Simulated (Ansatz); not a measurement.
Turn this script for Ansatz's Python interface into the input file that the command-line program reads.

`luf3.py`
```python
"""Variable-cell relaxation of LuF3."""

from pathlib import Path
import warnings

import ansatz as az
from ase import Atoms
from ase.data import atomic_numbers
from ase.neighborlist import neighbor_list
import numpy as np
import spglib

def edges_and_angles(cell):
    cell = np.asarray(cell)
    a, b, c = np.linalg.norm(cell, axis=1)
    cosines = cell[1] @ cell[2] / (b * c), cell[0] @ cell[2] / (a * c), cell[0] @ cell[1] / (a * b)
    return (a, b, c, *np.degrees(np.arccos(cosines)))

warnings.simplefilter("ignore", az.DeckWarning)

xtal = (
    az.Lattice.from_parameters(3.815886, 3.815886, 4.207187, alpha=90, beta=90, gamma=120)
    .space_group(164)
    .atom("Lu", (0.0, 0.0, 0.5))
    .atom("F", (1 / 3, 2 / 3, 0.609989))
    .atom("F", (0.0, 0.0, 0.0))
)

# every cell quantity that the symmetry leaves free
calc = (
    xtal.calculation()
    .functional("LDA")
    .kpoints(spacing=0.52)
    .occupations("fixed")
    .mixing("broyden", preconditioner="resta")
    .scf(lower_state_search="standard")
    .relax(force_tolerance=0.1, max_displacement=0.05, cell=True)
    .density()
    .electron_localization_function()
    .output_files(volumetric_format="npy")
)
steps = []


def follow(event):
    if event["event"] != "relax_step":
        return
    row = event["data"]
    steps.append(row)
    print(f"step {row['step']:3d}  E = {row['lagrangian_ev']:.5f} eV  largest force component = {row['allowed_force_max_ev_ang']:.4f} eV/A  P = {row['pressure_gpa']:.3f} GPa")


res = calc.session().plan(threads=1).execute(on_event=follow)
rep = res.report

first, last = steps[0], steps[-1]
symbols = [site.symbol for site in res.lattice.sites]
print(f"energy gained {first['lagrangian_ev'] - last['lagrangian_ev']:.4f} eV in {len(steps) - 1} steps")
for label, vectors in (("before", first["cell_ang"]), ("after", res.lattice.cell_ang)):
    print(label, "a b c (A) {:.4f} {:.4f} {:.4f}  angles {:.2f} {:.2f} {:.2f}".format(*edges_and_angles(vectors)), f" V = {abs(np.linalg.det(vectors)):.3f} A^3")
print("final stress xx yy zz (GPa, compression positive):", np.round(np.diag(rep["stress_gpa"]), 3) + 0.0)

final = Atoms(symbols, positions=last["positions_ang"], cell=res.lattice.cell_ang, pbc=True)
i, j, d = neighbor_list("ijd", final, 4.5)
print("neighbours within 1.2 times the shortest distance of each atom (A)")
for atom in range(len(final)):
    near = [m for m in np.argsort(d) if i[m] == atom]
    shell = [m for m in near if d[m] < 1.2 * d[near[0]]]
    print(f"{symbols[atom]}{atom} ({len(shell)}):", ", ".join(f"{symbols[j[m]]} {d[m]:.3f}" for m in shell))

print("atom   start x y z (A)              end x y z (A)")
for symbol, a, b in zip(symbols, first["positions_ang"], last["positions_ang"]):
    print(f"{symbol:3s}", " ".join(f"{v:8.4f}" for v in a), "  ", " ".join(f"{v:8.4f}" for v in b))

fractions = [site.position_frac for site in res.lattice.sites]
numbers = [atomic_numbers[s] for s in symbols]
for tolerance in (1e-3, 1e-2, 1e-1):
    print(f"space group at {tolerance} A:", spglib.get_spacegroup((res.lattice.cell_ang, fractions, numbers), symprec=tolerance))

for key in ("converged", "n_iterations", "n_electrons", "n_kpoints", "n_pw", "n_symmetry_ops", "free_energy_ev", "fermi_energy_ev"):
    print(f"{key:18s} {rep[key]}")

# ELF is 0.5 in a uniform gas and nears 1 where pairs localise
folder = Path(res.write_results("elf"))
elf = np.load(folder / "elf.npy")
peak = np.unravel_index(elf.argmax(), elf.shape)
print(f"largest ELF {elf.max():.3f} at grid fractions", np.round(np.array(peak) / elf.shape, 3))
for level in (0.2, 0.5, 0.7, 0.8, 0.9):
    print(f"share of the cell with ELF over {level}: {np.mean(elf > level):.3f}")
```

```console
$ python luf3.py
step   1  E = -16882.05828 eV  largest force component = 0.0101 eV/A  P = -0.708 GPa
step   2  E = -16882.06196 eV  largest force component = 0.0096 eV/A  P = 0.044 GPa
step   3  E = -16882.06213 eV  largest force component = 0.0030 eV/A  P = 0.006 GPa
step   4  E = -16882.05939 eV  largest force component = 0.0029 eV/A  P = -0.062 GPa
step   5  E = -16882.05970 eV  largest force component = 0.0000 eV/A  P = 0.000 GPa
step   6  E = -16882.05970 eV  largest force component = 0.0000 eV/A  P = -0.005 GPa
step   6  E = -16882.05970 eV  largest force component = 0.0000 eV/A  P = -0.005 GPa
energy gained 0.0014 eV in 6 steps
before a b c (A) 3.8159 3.8159 4.2072  angles 90.00 90.00 120.00  V = 53.053 A^3
after a b c (A) 3.7987 3.7987 4.2126  angles 90.00 90.00 120.00  V = 52.644 A^3
final stress xx yy zz (GPa, compression positive): [-0.006 -0.006 -0.003]
neighbours within 1.2 times the shortest distance of each atom (A)
Lu0 (8): F 2.106, F 2.106, F 2.244, F 2.244, F 2.244, F 2.244, F 2.244, F 2.244
F1 (6): Lu 2.244, Lu 2.244, Lu 2.244, F 2.389, F 2.389, F 2.389
F2 (6): Lu 2.244, Lu 2.244, Lu 2.244, F 2.389, F 2.389, F 2.389
F3 (2): Lu 2.106, Lu 2.106
atom   start x y z (A)              end x y z (A)
Lu    0.0000   0.0000   2.1036      0.0000   0.0000   2.1063
F     0.0000   2.2031   2.5663      0.0000   2.1932   2.5797
F     1.9079   1.1016   1.6408      1.8993   1.0966   1.6329
F     0.0000   0.0000   0.0000     -0.0000   0.0000   0.0000
space group at 0.001 A: P-3m1 (164)
space group at 0.01 A: P-3m1 (164)
space group at 0.1 A: P-3m1 (164)
converged          True
n_iterations       4
n_electrons        46.0
n_kpoints          9
n_pw               1011
n_symmetry_ops     12
free_energy_ev     -16882.05969881961
fermi_energy_ev    5.920148078241077
largest ELF 0.874 at grid fractions [0.    0.037 0.4  ]
share of the cell with ELF over 0.2: 0.420
share of the cell with ELF over 0.5: 0.261
share of the cell with ELF over 0.7: 0.158
share of the cell with ELF over 0.8: 0.067
share of the cell with ELF over 0.9: 0.000
```

`input.yaml`:
```yaml
crystal:
  lattice: { a: 3.815886, b: 3.815886, c: 4.207187, alpha: 90.0, beta: 90.0, gamma: 120.0 }
  space_group: 164
  atoms:
    - { symbol: Lu, position: [0.0, 0.0, 0.5] }
    - { symbol: F, position: [0.3333333333333, 0.6666666666667, 0.609989] }
    - { symbol: F, position: [0.0, 0.0, 0.0] }
kpoints:
  mp_grid: { kspacing: 0.52 }
hamiltonian:
  xc: lda
scf:
  lower_state_search: standard
  mixing: { algorithm: broyden, preconditioner: resta }
  occupations: { method: fixed }
relax:
  f_tol: 0.1
  max_displacement: 0.05
  cell: {}
output:
  write_density: true
  volumetric_format: npy
  elf: true
```

Launched from the shell:
```console
$ ansatz run input.yaml --threads 1 --pin off --max-ram 3072MiB --backend cpu --events-out ev --progress --plain --runs-dir out
crystal.space_group: 164 is read as P-3m1: the typed cell holds Lu1F3 (Lu 1b, F 2d, F 1a). Least distances (Å): Lu–Lu 3.816, Lu–F 2.104, F–F 2.390
crystal.space_group generates its sites in this order, which a site index counts, at these fractional coordinates of the primitive cell where crystal.reduce_to_primitive is true, and else of the cell that is read (crystal.supercell repeats the list replica by replica, and crystal.defects acts on that): 0: Lu [0.000000, 0.000000, 0.500000]; 1: F [0.333333, [...]
Engine: ansatz 0.2.0, aarch64-unknown-linux-gnu
Pseudopotentials: kind: paw
Pseudopotential: Lu, paw, valence charge 25, recommended cutoff 420 eV (normal), Lu.paw.azcp
Pseudopotential: F, paw, valence charge 7, recommended cutoff 420 eV (normal), F.paw.azcp
Functional definition: SPW92
  exchange = slater_x
  correlation = pw_c
Crystal: 4 atoms, lattice volume = 53.053 Å³
Basis set: ecut = 420 eV, 1035 PW (Γ)
Bands: 28, of which v1, the nominal top of the filled ones, is band 23 counted from 1 (22 counted from 0)
Symmetry: 12 space group operations
Space group: P-3m1 (ITA 164), of the structure as read, at distance tolerance 3.8e-5 Å
k-points: 9 of 48
Non-local potential: Lu, projectors of the file, l = 0: 3, l = 1: 2, l = 2: 2, l = 3: 3
Non-local potential: F, projectors of the file, l = 0: 2, l = 1: 2, l = 2: 1
PAW form: soft (Blöchl's): semilocal exchange-correlation on the pseudo side does not see the compensation charge
PAW frozen core: Lu, regenerated for the run's functional, and the local potential with it (the file was generated under x = pbe(κ = 0.804, μ = 0.2195149727645171), c = pbe(β = 0.06672455060314922))
PAW frozen core: F, regenerated for the run's functional, and the local potential with it (the file was generated under x = pbe(κ = 0.804, μ = 0.2195149727645171), c = pbe(β = 0.06672455060314922))
PAW one-centre angular grid: Lu, 590 points (default); XC on 64 Gauss nodes
PAW one-centre angular grid: F, 110 points (default); XC on 64 Gauss nodes
Initial density: superposition of atomic densities (neutral atoms: chi_scale 0, normalization atom), corrected by the library's trained network
Initial wavefunctions: pseudopotential atomic-orbital guess
Functional: x = slater, c = lda
SCF iter   1: F=—  HF=-16882.109109 eV  |F-HF|=—  |Δ(HF+E_count)|=         —  Δρ=2.10e-2  dr2=1.67e-1  ethr=1.77e-3  ⟨swp⟩=5.0  Hψ=1115  notcnv=0  defer=24
preconditioner: resta → Resta (q_TF=auto, 2.664 Å⁻¹)  ε∞=5.3, the Penn estimate 5.255083892703088  [insulator: Δε(μ)=6.460 eV  Ē_g=16.394 eV  ℏωp=33.8 eV]
SCF iter   2: F=—  HF=-16882.059880 eV  |F-HF|=—  |Δ(HF+E_count)|=   4.92e-2  Δρ=4.70e-3  dr2=4.26e-3  ethr=3.62e-4  ⟨swp⟩=2.0  Hψ=551  notcnv=0  defer=23  κ⁻¹=1.0e0(r=1)
SCF iter   3: F=—  HF=-16882.058715 eV  |F-HF|=—  |Δ(HF+E_count)|=   1.17e-3  Δρ=2.23e-3  dr2=1.49e-3  ethr=9.26e-6  ⟨swp⟩=3.0  Hψ=509  notcnv=0  defer=25  κ⁻¹=6.7e-3(r=2)
SCF iter   4: F=—  HF=-16882.058428 eV  |F-HF|=—  |Δ(HF+E_count)|=   2.87e-4  Δρ=5.76e-4  dr2=1.30e-4  ethr=3.24e-6  ⟨swp⟩=2.0  Hψ=413  notcnv=0  defer=25  κ⁻¹=1.1e-3(r=3)
SCF iter   5: F=—  HF=-16882.058274 eV  |F-HF|=—  |Δ(HF+E_count)|=   1.54e-4  Δρ=2.66e-4  dr2=1.88e-5  ethr=2.84e-7  ⟨swp⟩=3.0  Hψ=566  notcnv=0  defer=24  κ⁻¹=8.2e-5(r=4)
SCF iter   6: F=—  HF=-16882.058278 eV  |F-HF|=—  |Δ(HF+E_count)|=   4.78e-6  Δρ=1.24e-4  dr2=5.66e-6  ethr=4.09e-8  ⟨swp⟩=2.0  Hψ=429  notcnv=0  defer=13  κ⁻¹=2.2e-5(r=5)
SCF iter   7: F=—  HF=-16882.058283 eV  |F-HF|=—  |Δ(HF+E_count)|=   4.62e-6  Δρ=6.97e-5  dr2=1.48e-6  ethr=1.23e-8  ⟨swp⟩=2.9  Hψ=444  notcnv=0  defer=13  κ⁻¹=3.9e-7(r=6)
SCF iter   8: F=—  HF=-16882.058282 eV  |F-HF|=—  |Δ(HF+E_count)|=   6.16e-7  Δρ=3.07e-5  dr2=3.22e-7  ethr=3.21e-9  ⟨swp⟩=3.0  Hψ=638  notcnv=0  defer=13  κ⁻¹=1.1e-7(r=7)
SCF iter   9: F=—  HF=-16882.058283 eV  |F-HF|=—  |Δ(HF+E_count)|=   2.64e-7  Δρ=3.53e-5  dr2=4.04e-7  ethr=2.17e-10  ⟨swp⟩=6.7  Hψ=1340  notcnv=0  κ⁻¹=1.2e-8(r=8)
SCF iter  10: F=-16882.058282 eV  HF=-16882.058282 eV  |F-HF|=9.21e-8  |Δ(HF+E_count)|=   2.79e-7  Δρ=8.78e-6  dr2=2.92e-8  ethr=2.17e-10  ⟨swp⟩=5.0  Hψ=1437  notcnv=0
SCF 1 converged in 10 iterations: F = -16882.058282 eV  dr2 = 2.92e-8
  greatest PAW one-centre occupation: 0.998 electrons in one spin orbital (limit 2), on the Lu atom at site 0 (counted from 0), in its partial waves of l = 0
relax step   1: F+E_penalty+E_count = -16882.05828232 eV  Δ(F+E_penalty+E_count) = +0.000e0 eV  max|allowed force component| = 1.013e-2 eV/Å  Δτ_max = 0.0000 Å  P = -0.708 GPa  Ω = 53.053 Å³  (10 SCF iters, dr2 threshold 1.00e-7 eV, accepted)
Crystal: 4 atoms, lattice volume = 52.708 Å³
Basis set: ecut = 420 eV, 1011 PW (Γ)
Initial density: handed on by an earlier stage of this run
Initial wavefunctions: those handed on with the density
iter 1 solved again at ethr=1.64e-6 eV; its pass at ethr=3.10e-3 eV (dr2=7.53e-4 eV) is discarded
SCF iter   1: F=—  HF=-16882.062279 eV  |F-HF|=—  |Δ(HF+E_count)|=         —  Δρ=1.15e-3  dr2=7.39e-4  ethr=1.64e-6  ⟨swp⟩=3.2  Hψ=1329  notcnv=0  defer=25
preconditioner: resta → Resta (q_TF=auto, 2.667 Å⁻¹)  ε∞=5.2, the Penn estimate 5.2061607677534125  [insulator: Δε(μ)=6.578 eV  Ē_g=16.543 eV  ℏωp=33.9 eV]
SCF iter   2: F=—  HF=-16882.062060 eV  |F-HF|=—  |Δ(HF+E_count)|=   2.19e-4  Δρ=5.84e-4  dr2=2.03e-4  ethr=1.61e-6  ⟨swp⟩=2.1  Hψ=399  notcnv=0  defer=26  κ⁻¹=1.0e0(r=1)
SCF iter   3: F=—  HF=-16882.061981 eV  |F-HF|=—  |Δ(HF+E_count)|=   7.85e-5  Δρ=2.27e-4  dr2=5.41e-5  ethr=4.41e-7  ⟨swp⟩=2.2  Hψ=433  notcnv=0  defer=25  κ⁻¹=1.5e-1(r=2)
SCF iter   4: F=—  HF=-16882.061969 eV  |F-HF|=—  |Δ(HF+E_count)|=   1.26e-5  Δρ=2.38e-4  dr2=1.78e-5  ethr=1.18e-7  ⟨swp⟩=3.0  Hψ=624  notcnv=0  defer=25  κ⁻¹=5.9e-2(r=3)
SCF iter   5: F=—  HF=-16882.061956 eV  |F-HF|=—  |Δ(HF+E_count)|=   1.31e-5  Δρ=1.08e-4  dr2=4.32e-6  ethr=3.87e-8  ⟨swp⟩=3.0  Hψ=566  notcnv=0  defer=25  κ⁻¹=2.7e-3(r=4)
SCF iter   6: F=—  HF=-16882.061956 eV  |F-HF|=—  |Δ(HF+E_count)|=   5.33e-8  Δρ=4.01e-5  dr2=5.93e-7  ethr=9.39e-9  ⟨swp⟩=2.9  Hψ=440  notcnv=0  defer=25  κ⁻¹=1.1e-4(r=5)
SCF iter   7: F=-16882.061956 eV  HF=-16882.061956 eV  |F-HF|=3.03e-9  |Δ(HF+E_count)|=   2.20e-7  Δρ=1.02e-5  dr2=4.79e-8  ethr=8.70e-10  ⟨swp⟩=6.2  Hψ=1301  notcnv=0
SCF 2 converged in 7 iterations: F = -16882.061956 eV  dr2 = 4.79e-8
relax step   2: F+E_penalty+E_count = -16882.06195553 eV  Δ(F+E_penalty+E_count) = -3.673e-3 eV  max|allowed force component| = 9.636e-3 eV/Å  Δτ_max = 0.0051 Å  P = +0.044 GPa  Ω = 52.708 Å³  energy of the carried Pulay correction = +2.167e-3 eV  (7 SCF iters, dr2 threshold 4.00e-7 eV, accepted)
Crystal: 4 atoms, lattice volume = 52.688 Å³
[... 105 lines left out ...]
SCF iter   7: F=—  HF=-16882.059700 eV  |F-HF|=—  |Δ(HF+E_count)|=   5.52e-6  Δρ=7.26e-5  dr2=1.59e-6  ethr=1.45e-8  ⟨swp⟩=2.9  Hψ=459  notcnv=0  defer=4  κ⁻¹=3.3e-7(r=6)
SCF iter   8: F=—  HF=-16882.059699 eV  |F-HF|=—  |Δ(HF+E_count)|=   6.83e-7  Δρ=3.60e-5  dr2=4.29e-7  ethr=3.47e-9  ⟨swp⟩=3.1  Hψ=605  notcnv=0  defer=4  κ⁻¹=1.0e-7(r=7)
SCF iter   9: F=—  HF=-16882.059699 eV  |F-HF|=—  |Δ(HF+E_count)|=   2.16e-7  Δρ=3.68e-5  dr2=4.37e-7  ethr=9.34e-10  ⟨swp⟩=2.0  Hψ=450  notcnv=0  defer=5  κ⁻¹=8.1e-9(r=8)
SCF iter  10: F=-16882.059699 eV  HF=-16882.059699 eV  |F-HF|=4.03e-8  |Δ(HF+E_count)|=   3.33e-7  Δρ=5.62e-6  dr2=1.32e-8  ethr=2.17e-10  ⟨swp⟩=3.1  Hψ=1050  notcnv=0
SCF 1 converged in 10 iterations: F = -16882.059699 eV  dr2 = 1.32e-8
SCF converged after 4 iterations
Stability not checked: this state was not tested for a lower state beside it, because the mixer in use, unlike msr1, does not test its closes by its own steps (another_mixer; see scf.mixing.algorithm and scf.lower_state_search)
Free energy (F): -16882.059699 eV
Harris-Foulkes:  -16882.059699 eV  (|F-HF|=1.82e-11)
Internal energy: -16882.059699 eV  (E = F + TS)
E sigma→0 (E₀):  -16882.059699 eV
Fermi energy:    5.920148 eV
--- Per-component energies (eV) ---
  E_band       = -146.758157
  E_kinetic    = 1036.110798
  E_local      = -9169.438194  (includes V_loc(G=0)·N_el)
  E_nonlocal   = 817.041410
  E_hartree    = 3793.572144
  E_xc         = -451.106262
  E_vxc        = -561.779362  (∫ρ·V_xc dr)
  E_paw        = -7699.507152  (= ΣΔE_a)
  E_vpaw       = 144.157218  (= ΣTr[D̂ρ^β])
  E_aug_tail   = 0.005978  (compensation charges beyond the density's cutoff)
  E_ewald      = -5211.396811
  E_core_change = 2.658390  (= ΣΔE_core)
  E_smearing   = -0.000000  (= −TS)
  E_closure    = 0.000000  (closes the sum)
  Σ components = -16882.059699   (vs F -16882.059699, Δ=0.00e0)
--- Forces (eV/Å), atoms counted from 1 ---
  atom   1  Lu     0.00000000     0.00000000     0.00000000
  atom   2  F      0.00000000    -0.00000000     0.00001085
  atom   3  F     -0.00000000     0.00000000    -0.00001085
  atom   4  F      0.00000000    -0.00000000     0.00000000
  max |Σ_I F_I| component: 2.31e-18 eV/Å
--- Stress (GPa, compression-positive) ---
       -0.006129      -0.000000      -0.000000
       -0.000000      -0.006129       0.000000
       -0.000000       0.000000      -0.002571
  P = ⅓ Tr σ = -0.0049 GPa (-0.049 kbar)
--- Band table (eV; the first three rows and the last of 9) ---
  k-point 0: bands = ["-46.2995", "-17.2919", "-17.0654", "-17.0654", "-15.3631", "-14.2284", "-13.9106", "1.4860", "1.4860", "3.3917", "3.8204", "3.8687", "4.0677", "4.0677", "4.3534", "4.3534", "5.0973", "5.2335", "5.2389", "5.2389", "5.6399", "5.6399", "5.8514", "12.4696", "13.7167", "13.7167", "16.8329", "17.7972"]
  k-point 1: bands = ["-46.2982", "-17.8871", "-17.0610", "-17.0610", "-15.3107", "-13.9552", "-13.1995", "1.4792", "1.4792", "2.3483", "3.4318", "4.0166", "4.1444", "4.1444", "4.3046", "4.3046", "5.0974", "5.1508", "5.1508", "5.2004", "5.3340", "5.4512", "5.4512", "13.8872", "14.4641", "14.4641", "16.5387", "17.9165"]
  k-point 2: bands = ["-46.2949", "-17.7267", "-17.2376", "-17.1019", "-14.5807", "-14.2033", "-14.0273", "1.9406", "2.0321", "2.9867", "3.5092", "3.7820", "3.9806", "4.0034", "4.2874", "4.6326", "5.1081", "5.1552", "5.1912", "5.3300", "5.4310", "5.5663", "5.7890", "13.5354", "13.7857", "13.8688", "16.4935", "16.8922"]
  k-point 8: bands = ["-46.2891", "-17.9344", "-17.7971", "-17.4311", "-14.1217", "-13.8469", "-13.2047", "1.5937", "2.2753", "2.5095", "2.5873", "3.5827", "4.0362", "4.1698", "4.4828", "4.7389", "5.1078", "5.1463", "5.1676", "5.2117", "5.2679", "5.3148", "5.6829", "14.1300", "14.2142", "15.5132", "15.9582", "17.6309"]
--- Relaxed structure (4 steps of the walk, 4 accepted, 2 SCFs on fresh bases) ---
  F+E_penalty+E_count = -16882.05969882 eV   max|allowed force component| = 1.085e-5 eV/Å   (the final SCF, on the basis selected at the relaxed cell)
  cell:  # Å, volume = 52.6441 Å³
    - [3.798693235046144, 3.119600099512625e-19, 9.096482692709348e-20]
    - [-1.899346617523071, 3.2897648427340522, 2.891096871139758e-19]
    - [2.56555489410528e-16, 4.446194027431611e-16, 4.212607145466606]
  atoms:
    - { symbol: Lu, position: [0.0, -1.232595164407831e-32, 0.49999999999999994] }
    - { symbol: F, position: [0.33333333333333337, 0.6666666666666666, 0.6123677582538436] }
    - { symbol: F, position: [0.6666666666666665, 0.3333333333333333, 0.3876322417461567] }
    - { symbol: F, position: [2.9148418242145e-36, 8.195529120310284e-36, -7.24454326306137e-71] }
```

Notes:
- These settings explore the input space; cutoff and mesh may be short of convergence.
- With fixed filling the reported Fermi level is the top filled level among the k-points of the SCF.
- The k-point mesh is coarse, and energy and stress weren't tested for convergence.
- An absolute Fermi energy rests on an arbitrary zero of the periodic potential and has no direct meaning.
- Energies along a relaxation are free energies. Rows at an unchanged volume are solved on a plane-wave basis chosen afresh for that cell, so the energy jumps there and such rows are no steps of the walk.
- Densities and potentials on the grid are those of the valence electrons, and inside the cores they hang on the potentials used.
- The structure comes from a database of computed cells and needn't be a stable or known phase.
- The script silences the warnings on its input, which a real study should read.
- Finished in 9 s on 1 thread of Arm Neoverse V1 (shared host), peak memory 0.41 GiB.

(Lines on the test bed's own set-up are left out of the output.)
